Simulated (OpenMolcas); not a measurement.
# Ni²⁺ among point charges: CASSCF and CASPT2 levels and susceptibility

How does a field of 6 point charges split the states of Ni²⁺, and what χT follows?

Method: state-averaged CASSCF and CASPT2, spin-orbit coupling by RASSI with atomic mean-field integrals. Code: OpenMolcas 26.06.

### Step 1. Starting point

* Species: Ni²⁺ (nickel, Z = 28, 26 electrons)
* Basis: ANO-RCC-VDZP [5s4p2d1f], 34 functions
* Scalar Hamiltonian: DKH2, point nucleus
* Inactive shells: 1s 2s 2p 3s 3p
* Active space: 8 electrons in 5 orbitals (3d)
* Some configurations of this space: 3d⁸
* Orbitals: optimised for each spin and parity, averaged over all roots

The outer shells:

3d8
```
3d [↑↓][↑↓][↑↓][↑ ][↑ ]
```

The ion sits among 6 point charges of -2 e arranged as an octahedron (Oh), 1.7 Å from the ion.

Each step is its own input file, run in one work folder so that later steps find the files of earlier ones. Labels, J, g values, rates, χT and fits are worked out afterwards by a script from the matrices that RASSI stores. The input lists half of the charges; inversion (Group=XYZ) makes the rest.

### Step 2. Basis and integrals

a.inp reads:

```
&GATEWAY
Coord
1

Ni 0.0 0.0 0.0
Basis=ANO-RCC-VDZP
Group=XYZ
NoMove
AngMom=0.0 0.0 0.0
AMFI
XField
3 Angstrom 0
1.700000 0.000000 0.000000 -2.000000
0.000000 1.700000 0.000000 -2.000000
0.000000 0.000000 1.700000 -2.000000
&SEWARD
```

Run with:

```bash
$ OMP_NUM_THREADS=1 MOLCAS_MEM=1689 MOLCAS_PROJECT=a pymolcas a.inp > a.log
```

### Step 3. CASSCF: triplets of even parity, 10 roots

a.inp reads:

```
&RASSCF
FileOrb=start.orb
Symmetry=1
Spin=3
nActEl=8 0 0
Inactive=3 6
Ras2=5 0
CIRoot=10 10 1
SDav=10
CIMx=300
Iter=120 100
PrWF=0.3
OrbListing=Nothing
MaxOrb=0
>>> COPY $Project.JobIph JOB001
```

start.orb holds the contracted functions of the basis, ordered by shell, or the orbitals of the step before.

### Step 4. Reference wave functions, singlets of even parity, 15 roots

a.inp reads:

```
&RASSCF
FileOrb=start.orb
Symmetry=1
Spin=1
nActEl=8 0 0
Inactive=3 6
Ras2=5 0
CIRoot=15 15 1
SDav=15
CIMx=300
Iter=120 100
PrWF=0.3
OrbListing=Nothing
MaxOrb=0
>>> COPY $Project.JobIph JOB002
```

### Step 5. RASSI: spin-orbit coupling between the states

a.inp reads:

```
&RASSI
NrOfJobIphs=2 10 15
1 2 3 4 5 6 7 8 9 10
1 2 3 4 5 6 7 8 9 10 11 12 13 14 15
IphNames
JOB001
JOB002
EJob
SpinOrbit
DIPRint=1.0
SOCoupling=1000.0
Subsets=2
Property=9
'ANGMOM' 1 'ANGMOM' 2 'ANGMOM' 3 'MLTPL  1' 1 'MLTPL  1' 2 'MLTPL  1' 3
'AMFI' 1 'AMFI' 2 'AMFI' 3
SOProperty=3
'ANGMOM' 1 'ANGMOM' 2 'ANGMOM' 3
```

### Step 6. CASPT2: IPEA 0.25, imaginary shift 0.1 (closed shells correlated: 3s 3p)

a.inp reads:

```
>>> COPY JOB001 $Project.JobIph
&CASPT2
Multistate=10 1 2 3 4 5 6 7 8 9 10
NoMult
Frozen=2 3
IPEA=0.25
Imaginary=0.1
MaxIter=60
WThr=0.0 0.3 0.05
PrWF=0.5
NoMix
>>> COPY JOB002 $Project.JobIph
&CASPT2
Multistate=15 1 2 3 4 5 6 7 8 9 10 11 12 13 14 15
NoMult
Frozen=2 3
IPEA=0.25
Imaginary=0.1
MaxIter=60
WThr=0.0 0.3 0.05
PrWF=0.5
NoMix
```

(Steps that only read results are left out.)

Before running it: what results should come out? Wanted: spin-free ground state; first state of the same spin within the active space; lowest level; next level.

The runs gave:

```
                                            quantity                                                                        value
                                              method  SS-CASPT2, IPEA 0.25, imaginary shift 0.1 (closed shells correlated: 3s 3p)
                              spin-free ground state                                              3A2, 1-fold in its orbital part
first state of the same spin within the active space                                                             3T2 at 9710 cm⁻¹
                                        lowest level                                                                    3-fold T2
                                          next level                                                                  9430.3 cm⁻¹
                                         χT at 300 K                                                               1.35 cm³ K/mol
                           effective moment at 300 K                                                                      3.28 μB
```

Cost by method:

```tsv
method	time of its own steps	time with the reference
A. CASSCF	7.1 s	7.1 s
B. SS-CASPT2, IPEA 0.25, imaginary shift 0.1, +3s 3p	2.3 s	9.4 s
```

Times are of one thread on a shared host.

**Reading.** The spin-free ground state (3A2) comes to 100 % from free-ion F terms and keeps the highest spin of the shell. χT at 300 K is 1.35, against 1.00 cm³ K/mol for the spin alone, so orbital moment adds to it. A ligand-field fit to the states below 45000 cm-1 gives 10Dq = 9641 cm-1, B = 1156 cm-1 and C = 4397 cm-1 (C/B = 3.80), with a deviation of 608 cm-1. CASPT2 does not keep the components of a term degenerate, and the means are used. The field of point charges can differ much from that of real complexes. Point charges carry no covalency, so the field is a model and not that of real ligands.
